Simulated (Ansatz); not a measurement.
Crystal: MgC2.

```
Mg C
1.0
     3.95078    0.00000    0.00000
     0.00000    3.95078    0.00000
     0.00000    0.00000    4.98709
Mg C
2 4
Direct
  0.00000 0.00000 0.50000
  0.50000 0.50000 0.00000
  0.38766 0.61235 0.50000
  0.11235 0.11235 0.00000
  0.61235 0.38766 0.50000
  0.88765 0.88765 0.00000
```

The cell comes from a database or a generator and needn't be the stable form of this composition.

| Property | Result |
| --- | --- |
| Program | Ansatz 0.2.0 |
| Task | relaxation of cell and atoms |
| Functional | PBEsol |
| Potentials or basis | Ansatz PAW |
| Cutoff | 420 eV (not typed: the program's choice for these potentials) |
| k mesh | 7 × 7 × 6 |
| Occupations | fermi-dirac, width 0.05 eV |
| Spin | no spin polarisation |

At the start: volume 12.97 Å³/atom.

Problem. How do energy, volume and symmetry change on relaxing?

Solution. It ends after 7 steps and the volume is 12.60 Å³/atom (-2.9 %); space group P4_2/mnm (No. 136, to 0.05 Å).

The path:
| step | energy change (eV) | largest force (eV/Å) | volume (Å³) |
| --- | --- | --- | --- |
| 1 | 0.0000 | 0.0483 | 77.84 |
| 2 | -0.0179 | 0.0194 | 76.01 |
| 3 | -0.0190 | 0.0030 | 75.61 |
| 4 | -0.0190 | 0.0009 | 75.63 |
| 5 | -0.0159 | 0.0008 | 75.63 |
| 6 | -0.0160 | 0.0000 | 75.59 |
| 7 | -0.0159 | 0.0000 | 75.59 |

Final structure:
```xyz
6
Lattice="3.9234 0.0000 0.0000 0.0000 3.9234 0.0000 0.0000 0.0000 4.9105" Properties=species:S:1:pos:R:3 pbc="T T T"
Mg    0.0000    0.0000    2.4552
Mg    1.9617    1.9617    0.0000
C     1.5188    2.4046    2.4552
C     0.4429    0.4429    0.0000
C     2.4046    1.5188    2.4552
C     3.4805    3.4805    0.0000
```

Caveat: the plane-wave basis is chosen anew once the cell has moved, so the energies of steps on either side of that aren't comparable; the PAW data sets come from PBE, with cores solved anew for the run's functional, which leaves a small shift of forces and pressure.
